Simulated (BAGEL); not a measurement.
# SiH3SeCl (SMILES Cl[SiH2][SeH]): HF/3-21G (density fitting with qzvpp-jkfit)

What is the energy change on altering one bond length of SiH3SeCl at HF/3-21G (density fitting with qzvpp-jkfit)? 

Program for the calculation: BAGEL 1.2.2.

3 further runs of the same task are left out: 1 that didn't finish, 2 set aside as unsound or not needed.

## 1. The molecule

SiH3SeCl: 6 atoms, total charge 0, spin state singlet. As SMILES, `Cl[SiH2][SeH]`. The shape is that of a PBE0-D4/def2-TZVP optimisation. This is one conformer, not always the lowest.

Bond lengths: Cl1–Si2 2.048 Å, Si2–Se3 2.271 Å, Si2–H4 1.481 Å, Si2–H5 1.481 Å, Se3–H6 1.471 Å. Angles: Cl1–Si2–Se3 106.0°, Cl1–Si2–H4 108.5°, Cl1–Si2–H5 108.4°, Se3–Si2–H4 111.7°, Se3–Si2–H5 111.8°, Si2–Se3–H6 91.4°, H4–Si2–H5 110.2°.

## 2. A single-point energy at HF/3-21G (density fitting with qzvpp-jkfit)

Input file input.json:

```json
{ "bagel": [

{
  "title": "molecule",
  "basis": "3-21g",
  "df_basis": "qzvpp-jkfit",
  "angstrom": true,
  "geometry": [
    { "atom": "Cl", "xyz": [   -2.338100,    0.106600,   -0.077400 ] },
    { "atom": "Si", "xyz": [   -0.321100,   -0.072300,   -0.384700 ] },
    { "atom": "Se", "xyz": [    0.656200,    0.318000,    1.627200 ] },
    { "atom": "H", "xyz": [   -0.039300,   -1.440900,   -0.874100 ] },
    { "atom": "H", "xyz": [    0.088300,    0.926300,   -1.398200 ] },
    { "atom": "H", "xyz": [    1.996000,    0.098300,    1.060800 ] }
  ]
},
{ "title": "hf" },
{ "title": "print", "file": "orbitals.molden", "orbitals": true }

]}
```

Launch:

```
BAGEL_NUM_THREADS=1 BAGEL input.json > input.out
```

Output:

```text
* using 1 threads per process

  ===============================================================
  ===============================================================

  *** Geometry ***

  { "atom" : "Cl", "xyz" : [     -4.418369,      0.201445,     -0.146265 ] },
  { "atom" : "Si", "xyz" : [     -0.606791,     -0.136627,     -0.726978 ] },
  { "atom" : "Se", "xyz" : [      1.240038,      0.600933,      3.074962 ] },
  { "atom" : "H", "xyz" : [     -0.074266,     -2.722906,     -1.651810 ] },
  { "atom" : "H", "xyz" : [      0.166863,      1.750453,     -2.642215 ] },
  { "atom" : "H", "xyz" : [      3.771893,      0.185760,      2.004621 ] },

  Number of auxiliary basis functions:      576

  Since a DF basis is specified, we compute 2- and 3-index integrals:
    o Being stored without compression. Storage requirement is 0.013 GB

  Number of basis functions:       54
  Number of electrons      :       68

    * METHOD: MOLECULE                             0.27

  *** RHF ***

  === Nuclear Repulsion ===
   306.2517511126

      * DIIS with orbital gradients will be used.

  === RHF iteration (3-21g) ===
      0      -3134.88794461          0.00872512           0.07
      1      -3134.93638089          0.00282569           0.07
      2      -3134.94104280          0.00054821           0.07
      3      -3134.94129415          0.00008597           0.07
      4      -3134.94130348          0.00002520           0.07
      5      -3134.94130427          0.00000656           0.07
      6      -3134.94130432          0.00000106           0.07
      7      -3134.94130433          0.00000021           0.07
      8      -3134.94130433          0.00000006           0.07
      9      -3134.94130433          0.00000001           0.07
     10      -3134.94130433          0.00000000           0.07
    * SCF iteration converged.

    * Permanent dipole moment:
           (   -1.124677,     0.201536,     0.612233) a.u.

    * METHOD: HF                                   0.96

    * METHOD: PRINT                                0.01

  ===============================================================
```

Wall time 1.4 s (1 thread of Arm Neoverse V1, shared host); peak memory 0.1 GiB.

## 3. The distorted shape

Input file job.json:

```json
{ "bagel" : [

{
  "title" : "molecule",
  "basis" : "3-21g",
  "df_basis" : "qzvpp-jkfit",
  "angstrom" : true,
  "geometry" : [
    { "atom" : "Cl", "xyz" : [   -4.758473,    0.321278,    0.291356 ] },
    { "atom" : "Si", "xyz" : [   -0.321100,   -0.072300,   -0.384700 ] },
    { "atom" : "Se", "xyz" : [    0.656200,    0.318000,    1.627200 ] },
    { "atom" : "H", "xyz" : [   -0.039300,   -1.440900,   -0.874100 ] },
    { "atom" : "H", "xyz" : [    0.088300,    0.926300,   -1.398200 ] },
    { "atom" : "H", "xyz" : [    1.996000,    0.098300,    1.060800 ] }
  ]
},
{
  "title" : "hf"
},
{
  "title" : "print",
  "file" : "orbitals.molden",
  "orbitals" : true
}

]}
```

Launch:

```
BAGEL_NUM_THREADS=1 BAGEL job.json > job.out
```

Output:

```text
* using 1 threads per process

  ===============================================================
  ===============================================================

  *** Geometry ***

  { "atom" : "Cl", "xyz" : [     -8.992211,      0.607127,      0.550583 ] },
  { "atom" : "Si", "xyz" : [     -0.606791,     -0.136627,     -0.726978 ] },
  { "atom" : "Se", "xyz" : [      1.240038,      0.600933,      3.074962 ] },
  { "atom" : "H", "xyz" : [     -0.074266,     -2.722906,     -1.651810 ] },
  { "atom" : "H", "xyz" : [      0.166863,      1.750453,     -2.642215 ] },
  { "atom" : "H", "xyz" : [      3.771893,      0.185760,      2.004621 ] },

  Number of auxiliary basis functions:      576

  Since a DF basis is specified, we compute 2- and 3-index integrals:
    o Being stored without compression. Storage requirement is 0.013 GB

  Number of basis functions:       54
  Number of electrons      :       68

    * METHOD: MOLECULE                             0.26

  *** RHF ***

  === Nuclear Repulsion ===
   235.5022093987

      * DIIS with orbital gradients will be used.

  === RHF iteration (3-21g) ===
      0      -3134.62607830          0.01102906           0.07
      1      -3134.14825854          0.01743318           0.07
      2      -3134.70297097          0.00603276           0.07
      3      -3134.72715806          0.00376376           0.07
      4      -3134.74255093          0.00213624           0.07
      5      -3134.74725084          0.00185642           0.07
      6      -3134.75816378          0.00037183           0.07
      7      -3134.75838365          0.00010176           0.07
      8      -3134.75840631          0.00006453           0.07
      9      -3134.75842213          0.00004954           0.07
     10      -3134.75844855          0.00002545           0.07
     11      -3134.75845231          0.00000912           0.07
     12      -3134.75845282          0.00000236           0.07
     13      -3134.75845282          0.00000119           0.07
     14      -3134.75845282          0.00000026           0.07
     15      -3134.75845282          0.00000009           0.07
     16      -3134.75845282          0.00000003           0.07
     17      -3134.75845282          0.00000002           0.07
     18      -3134.75845282          0.00000001           0.07
    * SCF iteration converged.

    * Permanent dipole moment:
           (   -5.127340,     0.488432,     0.914087) a.u.

    * METHOD: HF                                   1.54

    * METHOD: PRINT                                0.01

  ===============================================================
```

Run time: 1.9 s. Hardware: 1 thread of Arm Neoverse V1, shared host; peak memory 0.1 GiB.

## 4. Results

Level: HF/3-21G (density fitting with qzvpp-jkfit).

| quantity | value |
| --- | --- |
| first shape: total energy | -3134.94130 Eh |
| first shape: dipole moment | 3.29 D |
| first shape: HOMO energy | -10.11 eV |
| first shape: LUMO energy | 2.73 eV |
| first shape: HOMO–LUMO gap | 12.84 eV |
| distorted shape: total energy | -3134.75845 Eh |
| distorted shape: dipole moment | 13.30 D |
| distorted shape: HOMO energy | -8.14 eV |
| distorted shape: LUMO energy | -3.61 eV |
| distorted shape: HOMO–LUMO gap | 4.53 eV |
| energy change with the Cl1–Si2 bond stretched from 2.048 to 4.506 Å | 4.976 eV |

**Reading.** One bond (distorted shape) is far stretched, which a spin-restricted single reference describes badly; a broken-symmetry solution may lie lower. With the Cl1–Si2 bond stretched from 2.048 to 4.506 Å the energy rises by 4.98 eV (480 kJ/mol). The first shape isn't relaxed at this level, so the change isn't measured from a minimum. A restricted reference can't describe the breaking bond well at this length.
